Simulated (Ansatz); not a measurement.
# HfC5: the cost of one run

Computed with Ansatz 0.2.0 (DFT PBE, scalar-relativistic, plane waves, PAW, unless a step's input says otherwise).

2 further runs of the same task are left out: 1 that didn't finish, 1 set aside as unsound or not needed.

### 1 The starting structure

It takes space group P-6m2 (No. 187, hexagonal). The conventional cell has a = 3.006 Å, b = 3.006 Å, c = 14.260 Å, α = 90.00°, β = 90.00°, γ = 120.00°. Around Hf (site symmetry -6m2) lie 6 C at 2.72 Å and 6 Hf at 3.01 Å. C (site symmetry 3m) is surrounded by 3 Hf at 2.72 Å. C (site symmetry 3m) is surrounded by 12 C at 3.01 to 3.07 Å. C (site symmetry -6m2) has 12 C at 3.01 to 3.05 Å as nearest neighbours.

Coordinates:

```xyz
6
Lattice="3.0063 0.0000 0.0000 -1.5032 2.6036 0.0000 0.0000 0.0000 14.2596" Properties=species:S:1:pos:R:3 pbc="T T T"
Hf    0.0000    0.0000    0.0000
C     1.5032    0.8679   12.1687
C     0.0000    0.0000    9.6403
C     1.5032    0.8679    7.1298
C     0.0000    0.0000    4.6193
C     1.5032    0.8679    2.0909
```

The cell is invented: species swapped into a database cell of Ca5Mg (P-6m2, No. 187), with C on the Ca sites and Hf on the Mg sites. Lengths come from tabulated atomic sizes and are only a guess.

### 2 Probe: one point on a coarse mesh

Contents of input.yaml:

```yaml
crystal:
  lattice:
    - [3.00634562, 0.0, 0.0]
    - [-1.50317281, 2.60357168, 0.0]
    - [0.0, 0.0, 14.25959706]
  atoms:
    - { symbol: Hf, position: [0.0, 0.0, 0.0] }
    - { symbol: C, position: [0.66666667, 0.33333333, 0.85337043] }
    - { symbol: C, position: [0.0, 0.0, 0.67605358] }
    - { symbol: C, position: [0.66666667, 0.33333333, 0.5] }
    - { symbol: C, position: [0.0, 0.0, 0.32394642] }
    - { symbol: C, position: [0.66666667, 0.33333333, 0.14662957] }
basis:
  ecutwfc: 420
kpoints:
  mp_grid: { grid: [6, 6, 2] }
hamiltonian:
  xc: pbe
scf:
  occupations: { method: gaussian, width: 0.1 }
  lower_state_search: "off"
output:
  forces: true
  stress: true
  eigenvalues: true
```

Launch:

```sh
> ansatz run input.yaml --threads 1 --pin off --max-ram 2560MiB --backend cpu --events-out ev --progress --plain --runs-dir out
```

**Question.** How long does this run take on 1 thread of AMD EPYC 7R43 (Zen 3), shared host, and how much memory does it need?

About 5 s, with a peak of 0.39 GiB.
